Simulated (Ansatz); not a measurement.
# TiSn3O8: the cost of one run

Program: Ansatz 0.2.0. Level of theory: DFT PBE, scalar-relativistic, plane waves, PAW. These are calculated values, not measurements.

### Step 1. The starting structure

Symmetry: Cmmm, No. 65, orthorhombic system. Conventional cell: a = 6.751 Å, b = 6.763 Å, c = 6.360 Å, α = 90.00°, β = 90.00°, γ = 90.00°. Around Ti (site symmetry mmm) lie 6 O at 1.99 to 2.00 Å. Sn (site symmetry mm2) has 6 O at 2.08 to 2.10 Å as nearest neighbours. Around Sn (site symmetry mmm) lie 6 O at 2.07 to 2.10 Å. O (site symmetry 2mm) has 3 Sn at 2.07 to 2.08 Å as nearest neighbours. O (site symmetry 2mm) has 1 Ti at 2.00 Å and 2 Sn at 2.08 Å as nearest neighbours. O (site symmetry m) has 1 Ti at 1.99 Å and 2 Sn at 2.10 Å as nearest neighbours.

Coordinates:

```xyz
12
Lattice="3.3757 -3.3817 0.0000 3.3757 3.3817 0.0000 0.0000 0.0000 6.3603" Properties=species:S:1:pos:R:3 pbc="T T T"
Ti    0.0000    0.0000    3.1801
Sn    3.3757    0.0000    4.7403
Sn    3.3757    0.0000    1.6200
Sn    0.0000    0.0000    0.0000
O     2.0671    0.0000    0.0000
O     2.0049    0.0000    3.1801
O     3.3757    2.0993    4.6962
O     3.3757    2.0993    1.6641
O     3.3757   -2.0993    4.6962
O     3.3757   -2.0993    1.6641
O     4.6842    0.0000    0.0000
O     4.7464    0.0000    3.1801
```

The cell was relaxed beforehand at this level, from a generated guess; it is a trial structure. At a tolerance of 0.02 Å it has space group Cmmm (No. 65); it has 12.10 Å³/atom, an uncorrected energy of -1.94 eV/atom over the elements.

### Step 2. Static run: bands, density of states and charges

Contents of input.yaml:

```yaml
crystal:
  lattice:
    - [3.375663772, -3.3817048354, 0.0]
    - [3.375663772, 3.3817048354, 0.0]
    - [0.0, 0.0, 6.3602747294]
  atoms:
    - { symbol: Ti, position: [0.0, 0.0, 0.5] }
    - { symbol: Sn, position: [0.5, 0.5, 0.7452924652] }
    - { symbol: Sn, position: [0.5, 0.5, 0.2547075348] }
    - { symbol: Sn, position: [0.0, 0.0, 0.0] }
    - { symbol: O, position: [0.306177038, 0.306177038, 0.0] }
    - { symbol: O, position: [0.296967515, 0.296967515, 0.5] }
    - { symbol: O, position: [0.1896142712, 0.8103857288, 0.7383647089] }
    - { symbol: O, position: [0.1896142712, 0.8103857288, 0.2616352911] }
    - { symbol: O, position: [0.8103857288, 0.1896142712, 0.7383647089] }
    - { symbol: O, position: [0.8103857288, 0.1896142712, 0.2616352911] }
    - { symbol: O, position: [0.693822962, 0.693822962, 0.0] }
    - { symbol: O, position: [0.703032485, 0.703032485, 0.5] }
basis:
  ecutwfc: 420
kpoints:
  mp_grid: { grid: [6, 6, 4] }
  band_path:
    path:
      - [[0.0, 0.0, 0.0], [-0.5, 0.5, 0.0], [-0.4991076, 0.5008924, 0.0]]
      - [[0.4991076, 0.4991076, 0.0], [0.0, 0.0, 0.0], [0.0, 0.0, 0.5], [0.4991076, 0.4991076, 0.5]]
      - [[-0.4991076, 0.5008924, 0.5], [-0.5, 0.5, 0.5], [-0.5, 0.5, 0.0]]
      - [[0.0, 0.0, 0.0], [0.0, 0.5, 0.0], [0.0, 0.5, 0.5], [0.0, 0.0, 0.5], [-0.5, 0.5, 0.5]]
    npoints: 10
hamiltonian:
  xc: pbe
scf:
  occupations: { method: gaussian, width: 0.02 }
  n_extra_bands: 30
output:
  forces: true
  stress: true
  eigenvalues: true
  populations: true
  dos: { projected: true, de: 0.02, nscf_kmesh: { grid: [9, 9, 6] } }
  bader: false
  write_density: true
  write_potential: true
  elf: true
  volumetric_format: npy
```

Command:

```sh
$ ansatz run input.yaml --threads 4 --pin off --max-ram 8192MiB --backend cpu --events-out ev --progress --plain --runs-dir out
```

What time and memory should one allow on 4 threads of Arm Neoverse V1, shared host?

About 41 s, with a peak of 1.1 GiB.
